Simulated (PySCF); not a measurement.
# C4H8F3NSi: the cost of one run

Programs: PySCF 2.14.0, with density-fitted response routines of our own. Each step states its level of theory. These are calculated values for one molecule, in the gas phase or a continuum, unless marked as measured. Atoms count from 0, in the outputs and in this text.

**1. The molecule as given**

17 atoms, charge 0, multiplicity 1; geometry from: GFN2-xTB. The atoms were then displaced at random by about 0.01 Å, so the start is not that level's minimum.

Bonds of the start (Å): F0–C1 1.32, C1–F2 1.34, C1–F3 1.37, C1–Si4 1.94, Si4–C5 1.89, C5–C6 1.52, C6–C7 1.53, C7–N8 1.45, N8–Si4 1.73, Si4–H9 1.47, C5–H10 1.08, C5–H11 1.08, C6–H12 1.09, C6–H13 1.11, C7–H14 1.12, C7–H15 1.11, N8–H16 0.99.

**2. Relaxing the molecule at PBE0-D3(BJ)/def2-SVP**

Job settings and geometry (Å):

```
{"job": {"xc": "PBE0", "basis": "def2-SVP", "d3": "d3bj", "grid": 1, "shake": 0.01, "kind": "geom"}, "charge": 0, "multiplicity": 1}
F      2.516510     1.527450    -0.075710
C      2.497390     0.228460     0.181400
F      3.358050    -0.320450    -0.690030
F      3.100320     0.103900     1.400770
Si     0.758010    -0.623160     0.100650
C     -0.377570    -0.138480    -1.327180
C     -1.727850    -0.202620    -0.635300
C     -1.593190     0.414300     0.757410
N     -0.263710     0.145300     1.259950
H      1.058530    -2.051190     0.247440
H     -0.184220     0.862450    -1.678200
H     -0.340670    -0.810670    -2.173540
H     -2.059980    -1.235930    -0.546830
H     -2.522760     0.319550    -1.202540
H     -2.357390    -0.032540     1.439530
H     -1.770910     1.506400     0.733860
H     -0.107060     0.319050     2.218510
```

Command:

```console
$ OMP_NUM_THREADS=1 python probes_run.py task.json out
```

This one command runs all jobs of the session in turn.

**Question.** How long does this first job take on 1 thread of Arm Neoverse V1, shared host, and how much memory does it need?

About 3.1 min, with a peak of 0.7 GiB.
